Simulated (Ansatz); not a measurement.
**Si₂AsH₇: how energies converge with the basis set**

One table from this session's results is given with a row withheld; the runs are named, their logs left out.

Method: one geometry, several basis sets; program: Ansatz 0.2.0, Gaussian basis.

The runs, in order: PBE0-D4/def2-SVP; ωB97M-V/def2-SVP; PBE0-D4/def2-QZVPP; ωB97M-V/def2-QZVPP; the functionals' def2-TZVPP values are taken from earlier runs.

**Structure used throughout**

An earlier PBE0-D4 in a triple-zeta def2 set relaxation fixed the geometry.

SMILES `[SiH3][AsH][SiH3]`, 10 atoms, charge 0, spin multiplicity 1.

Atoms are counted from 1 here; the program's logs count them from 0.

Bond lengths: Si1–As2 2.360 Å, Si1–H4 1.486 Å, Si1–H5 1.486 Å, Si1–H6 1.487 Å, As2–Si3 2.360 Å, As2–H7 1.524 Å, Si3–H8 1.486 Å, Si3–H9 1.486 Å, Si3–H10 1.487 Å. Angles: As2–Si1–H4 107.6°, As2–Si1–H5 108.9°, As2–Si1–H6 113.2°, H4–Si1–H5 109.0°, H4–Si1–H6 109.0°, H5–Si1–H6 109.1°, Si1–As2–Si3 93.2°, Si1–As2–H7 92.8°, Si3–As2–H7 92.8°, As2–Si3–H8 107.6°, As2–Si3–H9 108.9°, As2–Si3–H10 113.2°, H8–Si3–H9 109.0°, H8–Si3–H10 109.0°, H9–Si3–H10 109.1°.

Set-up of the first run:

File in.yaml:

```yaml
crystal:
  periodic: [false, false, false]
  atoms:
    - {symbol: Si, position_ang: [-1.059926, 0.881150, -1.025995]}
    - {symbol: As, position_ang: [0.761355, -0.616339, -1.136800]}
    - {symbol: Si, position_ang: [0.753854, -1.008186, 1.190902]}
    - {symbol: H, position_ang: [-2.288308, 0.077959, -0.791257]}
    - {symbol: H, position_ang: [-1.184501, 1.585921, -2.328338]}
    - {symbol: H, position_ang: [-0.925772, 1.887274, 0.060217]}
    - {symbol: H, position_ang: [1.786272, 0.504901, -1.019816]}
    - {symbol: H, position_ang: [-0.410206, -1.880602, 1.495736]}
    - {symbol: H, position_ang: [2.003357, -1.721072, 1.563528]}
    - {symbol: H, position_ang: [0.647076, 0.237894, 1.994723]}
basis:
  gaussian: {orbitals: def2-SVP}
hamiltonian: {xc: pbe0, dispersion: d4}
output: {orbitals: {seedname: orbitals}}
```

Launch:

```console
$ ansatz run in.yaml --threads 4 --pin off --events-out ev --progress --plain --max-ram 10444MiB
```

Steps of the session up to this table: PBE0-D4 in def2-SVP; ωB97M-V in def2-SVP; PBE0-D4 in def2-QZVPP; ωB97M-V in def2-QZVPP.

One table of the session follows, with a row left open; its other results are not shown here.

It belongs to the step «Density functionals: the series». 

| functional | basis | HOMO (eV) | LUMO (eV) |
| --- | --- | --- | --- |
| PBE0-D4 | def2-SVP | -7.43 | 0.21 |
| PBE0-D4 | def2-TZVPP | -7.43 | -0.09 |
| PBE0-D4 | def2-QZVPP | -7.45 | -0.27 |
| ωB97M-V | def2-SVP | ? | ? |
| ωB97M-V | def2-TZVPP | -9.46 | 1.54 |
| ωB97M-V | def2-QZVPP | -9.47 | 1.10 |

Q: Estimate the row for ωB97M-V, def2-SVP from the others.

As computed: HOMO (eV): -9.43; LUMO (eV): 2.08. In the column «HOMO (eV)» it lies between ωB97M-V, def2-TZVPP (-9.46) and PBE0-D4, def2-QZVPP (-7.45).
